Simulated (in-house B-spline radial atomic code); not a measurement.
# Er⁶⁰⁺: excited configurations

Wanted: excitation energies of Er⁶⁰⁺ as differences of total energies (ΔSCF).

The numbers are computed with in-house B-spline radial atomic code version 1 (non-relativistic Hartree-Fock, average of configuration, point nucleus, basis-set limit), except any that are marked as measured or tabulated.

## Step 1: The atom as given

| Quantity | Value |
| --- | --- |
| element | erbium (Z = 68) |
| charge | +60 |
| electrons | 8 |
| configuration | [He] 2s2 2p4 |
| Hamiltonian | non-relativistic |
| nucleus | point |

Outer shells as boxes (Hund's rule):

[He] 2s2 2p4
```
[He] core
2s [↑↓]
2p [↑↓][↑ ][↑ ]
```

The boxes draw the filling by Hund's rule, which heavy ions in jj coupling don't follow; these runs average over all states of the configuration.

Input settings:

```ini
Z = 68
electrons = 8.0
configuration = [He] 2s2 2p4
hamiltonian = nr
method = hf
spin_polarised = False
```

From the earlier run of the reference: total energy -7714.023531 hartree. Levels, eight at most:

```csv
orbital,occupation,energy (eV),<r> (bohr)
1s,2,-59394.3,0.02225
2s,2,-13681.9,0.09188
2p,4,-13420.9,0.07755
```

## Step 2: [He] 2s1 2p3 3d1 4p1

Input settings:

```ini
Z = 68
electrons = 8.0
configuration = [He] 2s1 2p3 3d1 4p1
hamiltonian = nr
method = hf
spin_polarised = False
```

Q: How far above the reference does each configuration lie (order and size, in eV)?

**Answer**, as computed:

| net move | configuration | energy above the reference (eV) | largest <r> (bohr) |
| --- | --- | --- | --- |
| 2p, 2s → 3d, 4p | [He] 2s1 2p3 3d1 4p1 | 18245.9 | 0.368 |

**Reading.** The promotion costs 18245.9 eV. 1 of them lies more than 2 % above the ionisation threshold that Koopmans' theorem gives (13420.9 eV), where such states can decay by emitting an electron. Two partly filled shells share a symmetry and can mix in the average, which may lower the energy, for: 2p, 2s → 3d, 4p. These are averages over configurations, without correlation, not spectroscopic levels.
